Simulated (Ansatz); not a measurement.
# CuF (fluorocopper) at 6 levels

Wanted: a comparison of 6 runs (HF/STO-3G, BHLYP/STO-3G, PBE/STO-3G, revPBE/STO-3G, UMP2/STO-3G, CCSD/STO-3G) of CuF (fluorocopper). 

Program for the calculation: Ansatz 0.2.0.

59 further runs of the same task are left out: 36 that didn't finish, 23 set aside as unsound or not needed.

## 1. The molecule

CuF has 2 atoms, charge 0, and is taken as a singlet. SMILES: `[F][Cu]`. The Cu2–F1 distance was set to 2.206 Å, away from the relaxed value.

Bond lengths: F1–Cu2 2.206 Å.

## 2. A single-point energy at HF/STO-3G (run 1)

File job.yaml:

```yaml
crystal:
  periodic: [false, false, false]
  atoms:
    - {symbol: F, position_ang: [1.126545, -0.403421, 0.565635]}
    - {symbol: Cu, position_ang: [-0.751010, 0.268940, -0.377080]}
basis:
  gaussian:
    orbitals: STO-3G
hamiltonian:
  xc: hf
accuracy: high
```

The run is started by

```
$ ansatz run job.yaml --threads 1 --pin off --max-ram 3480MiB --events-out events.jsonl --progress --plain --runs-dir runs
```

Log:

```text
Warning: RAYON_NUM_THREADS=1 ignored (pool sized by the plan → 1); use --threads N
Functional definition: HF
  name "HF"
  exchange = exact_x
  correlation = 0
287 factors; integrals over basis functions are off by at most 2.8e-8 eV
mean field evaluation 1: about -46438.8989 eV, gradient 3.9e1 eV
mean field evaluation 2: about -46444.5536 eV, gradient 3.8e1 eV
mean field evaluation 4: about -46377.4158 eV, gradient 1.8e2 eV
mean field evaluation 8: about -46690.1369 eV, gradient 8.6e1 eV
mean field evaluation 16: about -46756.2240 eV, gradient 6.4e-2 eV
mean field evaluation 32: about -46756.5536 eV, gradient 3.7e-1 eV
mean field evaluation 64: about -46756.7270 eV, gradient 2.0e-1 eV
mean field evaluation 96: about -46756.7812 eV, gradient 2.5e-1 eV
mean field evaluation 128: about -46724.0858 eV, gradient 2.8e1 eV
mean field evaluation 160: about -46659.2234 eV, gradient 1.1e2 eV
mean field -46756.78947125 eV, -1718.2803201782 hartree, gradient 2.5e-8 eV, S^2 0.000000; 4 other end points of the search recorded, 0 dependent functions left out
reference -46756.78947125 eV, -1718.2803201782 hartree; 19, 19 occupied and 4, 4 virtual orbitals, 287 factors
Total energy: -46756.78947125 eV, -1718.2803201782 hartree
```

It took 0.3 s on 1 thread of Arm Neoverse V2, shared host.

## 3. The energy at BHLYP/STO-3G (run 2)

File input.yaml:

```yaml
crystal:
  periodic: [false, false, false]
  atoms:
    - {symbol: F, position_ang: [1.126545, -0.403421, 0.565635]}
    - {symbol: Cu, position_ang: [-0.751010, 0.268940, -0.377080]}
basis:
  gaussian:
    orbitals: STO-3G
total_charge: 0
hamiltonian:
  xc: {name: BHLYP}
accuracy: high
```

The run is started by

```
$ ansatz run input.yaml --threads 1 --pin off --max-ram 3480MiB --events-out events.jsonl --progress --plain --runs-dir runs
```

Log:

```text
Warning: RAYON_NUM_THREADS=1 ignored (pool sized by the plan → 1); use --threads N
Functional definition: BHLYP
  name "BHLYP"
  parameter a = 0.5
  exchange = (1 - a)*b88_x + a*exact_x
  correlation = lyp_c
287 factors; integrals over basis functions are off by at most 2.8e-8 eV
mean field evaluation 1: about -46479.1144 eV, gradient 1.9e1 eV
mean field evaluation 2: about -46295.1177 eV, gradient 2.7e2 eV
mean field evaluation 4: about -46309.6240 eV, gradient 2.7e2 eV
mean field evaluation 8: about -46785.4845 eV, gradient 4.9e1 eV
mean field evaluation 16: about -46798.6801 eV, gradient 1.1e0 eV
mean field evaluation 32: about -46799.1964 eV, gradient 4.6e-1 eV
mean field evaluation 64: about -46776.6960 eV, gradient 7.8e1 eV
mean field evaluation 96: about -46799.1792 eV, gradient 2.9e-1 eV
mean field evaluation 128: about -46799.0470 eV, gradient 6.5e-2 eV
mean field evaluation 160: about -46790.8973 eV, gradient 4.3e1 eV
mean field -46799.21070757 eV, -1719.8392718587 hartree, gradient 7.7e-8 eV, S^2 0.000000; 9 other end points of the search recorded, 0 dependent functions left out
reference -46799.21072354 eV, -1719.8392724457 hartree; 19, 19 occupied and 4, 4 virtual orbitals, 287 factors
Total energy: -46799.21072354 eV, -1719.8392724457 hartree
```

Wall time 8.4 s (1 thread of Arm Neoverse V2, shared host); peak memory 0.093 GiB.

Runs 3 to 5 aren't shown in full; the table further down has their settings and results.

## 4. The energy at CCSD/STO-3G (run 6)

File in.yaml:

```yaml
crystal:
  periodic: [false, false, false]
  atoms:
    - {symbol: F, position_ang: [1.126545, -0.403421, 0.565635]}
    - {symbol: Cu, position_ang: [-0.751010, 0.268940, -0.377080]}
basis:
  gaussian: {orbitals: STO-3G}
correlation: {method: ccsd, frozen_orbitals: {Cu: 5, F: 1}}
accuracy: high
scf: {omitted_lower_state_checks: [cluster_reference, increment]}
```

The run is started by

```
$ ansatz run in.yaml --threads 1 --pin off --max-ram 3480MiB --events-out events.jsonl --progress --plain --runs-dir runs
```

Log:

```text
Warning: RAYON_NUM_THREADS=1 ignored (pool sized by the plan → 1); use --threads N
[... 18 lines left out ...]
6 core orbitals not correlated: weight in the atoms' cores, before any rotation towards them, 1.000 or more for the frozen orbitals, at most 0.000 for the correlated occupied ones
[... 98 lines left out ...]
WARN: these amplitudes may be one of several solutions (largest doubles amplitude 0.86, level shift 0.00 eV)
Total energy: -46761.62444161 eV, -1718.4580020619 hartree
Checks for a lower state left out: cluster_reference, increment
```

Run time: 0.66 s. Hardware: 1 thread of Arm Neoverse V2, shared host.

## 5. All runs side by side

```csv
run,level,frozen core orbitals,energy (Eh),wall time
1,HF/STO-3G,–,-1718.280320,0.3 s
2,BHLYP/STO-3G,–,-1719.839272,8.4 s
3,PBE/STO-3G,–,-1719.429660,17 s
4,revPBE/STO-3G,–,-1719.687073,8.1 s
5,UMP2/STO-3G,6,-1718.456821,7.8 s
6,CCSD/STO-3G,6,-1718.458002,0.66 s
```

## 6. Summary of results

```
                                          quantity           value
                               run 6: total energy  -1718.45800 Eh
run 6: correlation energy (6 core orbitals frozen)      -177.7 mEh
                              run 6: T1 diagnostic           0.031
```

In words: Below the HF energy at the same shape and in the same basis (STO-3G): UMP2 -176.5 mEh; CCSD -177.7 mEh. Some of these start from another determinant than that one, so these aren't their correlation energies. Totals of different functionals can't be ranked against each other. In run 6 the T1 diagnostic is large, so a single reference may not serve. In run 6 the log says that unrestricted orbitals would lower the reference, so the values rest on an unstable closed-shell determinant (other closed-shell runs at this shape may share the fault). In runs 1, 2, 3, 4, 5, 6 the basis is minimal, so the values are rough. Spin contamination of the reference: run 5 ⟨S²⟩ = 3.03. Where it is this large, the reference is a mixture of spin states, and values that rest on it are in doubt. All runs together took 42 s, the longest 17 s.
